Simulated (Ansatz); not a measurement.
**C4H9NSi: small, medium and large basis sets**

How large a basis does C4H9NSi need? Two functionals are run in growing sets.

Method: one geometry, several basis sets; program: Ansatz 0.2.0, Gaussian basis.

Levels to be run: PBE0-D4/def2-SVP; ωB97M-V/def2-SVP; PBE0-D4/def2-QZVPP; ωB97M-V/def2-QZVPP; the functionals' def2-TZVPP values are taken from earlier runs.

### 1 Structure used throughout

All runs share one geometry, relaxed beforehand with PBE0-D4 in a triple-zeta def2 set.

SMILES `C=CN([SiH3])C=C`, 15 atoms, charge 0, spin multiplicity 1.

Atoms are counted from 1 here; the program's logs count them from 0.

Bond lengths: C1–C2 1.331 Å, C1–H7 1.085 Å, C1–H8 1.081 Å, C2–N3 1.391 Å, C2–H9 1.087 Å, N3–Si4 1.749 Å, N3–C5 1.393 Å, Si4–H10 1.482 Å, Si4–H11 1.483 Å, Si4–H12 1.487 Å, C5–C6 1.332 Å, C5–H13 1.086 Å, C6–H14 1.082 Å, C6–H15 1.081 Å. Angles: C2–C1–H7 122.8°, C2–C1–H8 120.0°, H7–C1–H8 117.2°, C1–C2–N3 125.6°, C1–C2–H9 120.5°, N3–C2–H9 113.8°, C2–N3–Si4 119.9°, C2–N3–C5 119.0°, Si4–N3–C5 121.0°, N3–Si4–H10 108.9°, N3–Si4–H11 105.8°, N3–Si4–H12 112.4°, H10–Si4–H11 111.9°, H10–Si4–H12 108.8°, H11–Si4–H12 109.1°, N3–C5–C6 126.8°, N3–C5–H13 113.4°, C6–C5–H13 119.8° and more.

### 2 PBE0-D4 in def2-SVP

in.yaml reads:

```yaml
crystal:
  periodic: [false, false, false]
  atoms:
    - {symbol: C, position_ang: [-1.680870, -1.362353, -0.348323]}
    - {symbol: C, position_ang: [-0.847972, -0.381955, -0.691505]}
    - {symbol: N, position_ang: [0.294175, -0.008605, 0.008605]}
    - {symbol: Si, position_ang: [1.048191, -1.137889, 1.111089]}
    - {symbol: C, position_ang: [0.779509, 1.289060, -0.132155]}
    - {symbol: C, position_ang: [0.132326, 2.330426, -0.653266]}
    - {symbol: H, position_ang: [-1.586431, -1.915401, 0.579875]}
    - {symbol: H, position_ang: [-2.493135, -1.636344, -1.006987]}
    - {symbol: H, position_ang: [-1.002006, 0.177417, -1.610533]}
    - {symbol: H, position_ang: [1.174423, -2.452394, 0.438328]}
    - {symbol: H, position_ang: [2.372018, -0.557722, 1.442162]}
    - {symbol: H, position_ang: [0.267860, -1.314761, 2.364352]}
    - {symbol: H, position_ang: [1.796543, 1.411400, 0.227784]}
    - {symbol: H, position_ang: [-0.898282, 2.281143, -0.980065]}
    - {symbol: H, position_ang: [0.643633, 3.277968, -0.749361]}
basis:
  gaussian: {orbitals: def2-SVP}
hamiltonian: {xc: pbe0, dispersion: d4}
output: {orbitals: {seedname: orbitals}}
```

Launch:

```sh
$ ansatz run in.yaml --threads 2 --pin off --events-out ev --progress --plain --max-ram 32768MiB --backend cpu
```

After this run come: ωB97M-V in def2-SVP; PBE0-D4 in def2-QZVPP; ωB97M-V in def2-QZVPP.

Q: Predict the results of all the runs planned. Wanted: PBE0-D4: double and triple zeta above quadruple; ωB97M-V: double and triple zeta above quadruple.

**Answer**, as computed:

| quantity | value |
| --- | --- |
| PBE0-D4: double and triple zeta above quadruple | 9.73, 0.59 eV |
| ωB97M-V: double and triple zeta above quadruple | 10.04, 0.56 eV |

**Reading.** PBE0-D4 gains 9.13 eV from double to triple zeta, then 0.59 eV more. These are total energies; as a rule much of such shifts cancels in differences, which this series doesn't test. The LUMO of ωB97M-V is positive and keeps falling with the basis (2.25 to 1.54 eV): an unbound level that the basis holds in place.
